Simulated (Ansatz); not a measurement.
# Be2Cd: the cost of one run

Method: DFT PBE, scalar-relativistic, plane waves, PAW, in Ansatz 0.2.0.

**1. The starting structure**

Symmetry: Pnnm, No. 58, orthorhombic system. Conventional cell: a = 4.912 Å, b = 5.061 Å, c = 3.306 Å, α = 90.00°, β = 90.00°, γ = 90.00°. Be (site symmetry m) has 3 Cd at 2.13 to 2.18 Å as nearest neighbours. Cd (site symmetry 2/m) has 6 Be at 2.13 to 2.18 Å as nearest neighbours.

Coordinates:

```xyz
6
Lattice="4.9119 0.0000 0.0000 0.0000 5.0614 0.0000 0.0000 0.0000 3.3061" Properties=species:S:1:pos:R:3 pbc="T T T"
Be    1.1052    4.1757    1.6530
Be    3.5611    3.4165    0.0000
Be    3.8067    0.8858    1.6530
Be    1.3508    1.6450    0.0000
Cd    2.4559    2.5307    1.6530
Cd    0.0000    0.0000    0.0000
```

(A quick probe on a coarse mesh, which set the mesh and smearing, is not shown.)

**3. A loose first relaxation**

Contents of input.yaml:

```yaml
crystal:
  lattice:
    - [4.9118859136, 0.0, 0.0]
    - [0.0, 5.0614465424, 0.0]
    - [0.0, 0.0, 3.3060770572]
  atoms:
    - { symbol: Be, position: [0.225, 0.825, 0.5] }
    - { symbol: Be, position: [0.725, 0.675, 0.0] }
    - { symbol: Be, position: [0.775, 0.175, 0.5] }
    - { symbol: Be, position: [0.275, 0.325, 0.0] }
    - { symbol: Cd, position: [0.5, 0.5, 0.5] }
    - { symbol: Cd, position: [0.0, 0.0, 0.0] }
basis:
  ecutwfc: 420
kpoints:
  mp_grid: { grid: [4, 4, 6] }
hamiltonian:
  xc: pbe
scf:
  occupations: { method: gaussian, width: 0.1 }
  lower_state_search: "off"
output:
  forces: true
  stress: true
  eigenvalues: true
relax:
  adjacent_minimum: "off"
  f_tol: 0.04
  max_steps: 70
  cell: { stress_tol: 0.4 }
```

Launch:

```bash
ansatz run input.yaml --threads 1 --pin off --max-ram 2560MiB --backend cpu --events-out ev --progress --plain --runs-dir out
```

**Question.** How long does this run take on 1 thread of Intel Xeon at 2.60GHz (Ice Lake), shared host, and how much memory does it need?

About 2.1 min, with a peak of 0.44 GiB.
